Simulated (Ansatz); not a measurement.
# Te: pressure up to the limit of the methods

Aim: compress Te (sc type) step by step, far beyond the usual range, and follow pressure and electronic structure. The runs shown use PAW. Its runs: cell relaxed at zero pressure (PAW); volume scaled by 1 (PAW); volume scaled by 0.88 (PAW); volume scaled by 0.78 (PAW); volume scaled by 0.68 (PAW); volume scaled by 0.58 (PAW); volume scaled by 0.5 (PAW); volume scaled by 0.43 (PAW and PAW (cutoff 1000 eV)).

Program: Ansatz 0.2.0. Level of theory: DFT, PBEsol, PAW with Ansatz's default frozen-core files, scalar-relativistic. These are calculated values, not measurements.

1 further run of the same task is left out (it didn't finish). Runs told in other sessions of the task aren't counted.

### Step 1. The structure to begin with

It takes space group Pm-3m (No. 221, cubic). The conventional cell has a = 3.152 Å, b = 3.152 Å, c = 3.152 Å, α = 90.00°, β = 90.00°, γ = 90.00°. Te (site symmetry m-3m) is surrounded by 6 Te at 3.15 Å.

Structure file:

```cif
data_structure
_symmetry_space_group_name_H-M 'P 1'
_symmetry_Int_Tables_number 1
_cell_length_a 3.1522
_cell_length_b 3.1522
_cell_length_c 3.1522
_cell_angle_alpha 90.000
_cell_angle_beta 90.000
_cell_angle_gamma 90.000
_cell_volume 31.32
loop_
_atom_site_label
_atom_site_type_symbol
_atom_site_fract_x
_atom_site_fract_y
_atom_site_fract_z
_atom_site_occupancy
Te1 Te 0.00000 0.00000 0.00000 1
```

Whether this phase is the stable one at these pressures isn't tested.

### Step 2. Cell relaxed at zero pressure, PAW

Input file input.yaml:

```yaml
crystal:
  lattice:
    - [3.1521527235, 0.0, 0.0]
    - [0.0, 3.1521527235, 0.0]
    - [0.0, 0.0, 3.1521527235]
  atoms:
    - { symbol: Te, position: [0.0, 0.0, 0.0] }
kpoints:
  mp_grid: { grid: [13, 13, 13] }
scf:
  occupations: { method: fermi_dirac, width: 0.08 }
hamiltonian:
  xc: pbesol
  pseudopotentials: { kind: paw }
output:
  forces: true
  stress: true
relax:
  f_tol: 0.005
  max_steps: 40
  cell: {}
```

Launch:

```sh
> ansatz run input.yaml --threads 1 --pin off --max-ram 2048MiB --backend cpu --events-out ev --progress --plain --runs-dir out
```

Further steps of the session: Volume scaled by 1, PAW; Volume scaled by 0.88, PAW; Volume scaled by 0.78, PAW; Volume scaled by 0.68, PAW; Volume scaled by 0.58, PAW; Volume scaled by 0.5, PAW; Volume scaled by 0.43, PAW; Volume scaled by 0.43, PAW (cutoff 1000 eV).

What does the calculation give? Wanted: PAW pressure at 0.43 of the volume; fitted bulk modulus at zero pressure.

As calculated:

```
                                           quantity      value
                 PAW pressure at 0.43 of the volume  286.7 GPa
PAW (cutoff 1000 eV) pressure at 0.43 of the volume  286.6 GPa
         fitted bulk modulus at zero pressure (PAW)     59 GPa
                            its pressure derivative       4.04
```

In words: By PAW the pressure climbs to 287 GPa at 0.43 of the first volume. A third-order Birch-Murnaghan curve fits the range only roughly (B₀ = 59 GPa, B′ = 4.04, misfit at most 2.66 GPa). A fit over so wide a range leans to the high pressures, so B₀ can be off by several per cent. No all-electron run checks these rows here, and frozen cores can fail under such compression. The ions are at rest, and the electrons smeared by 0.08 eV. Spin-orbit coupling is left out, though the cell holds Te; in elements this heavy it can shift bands and gaps by tenths of an eV.
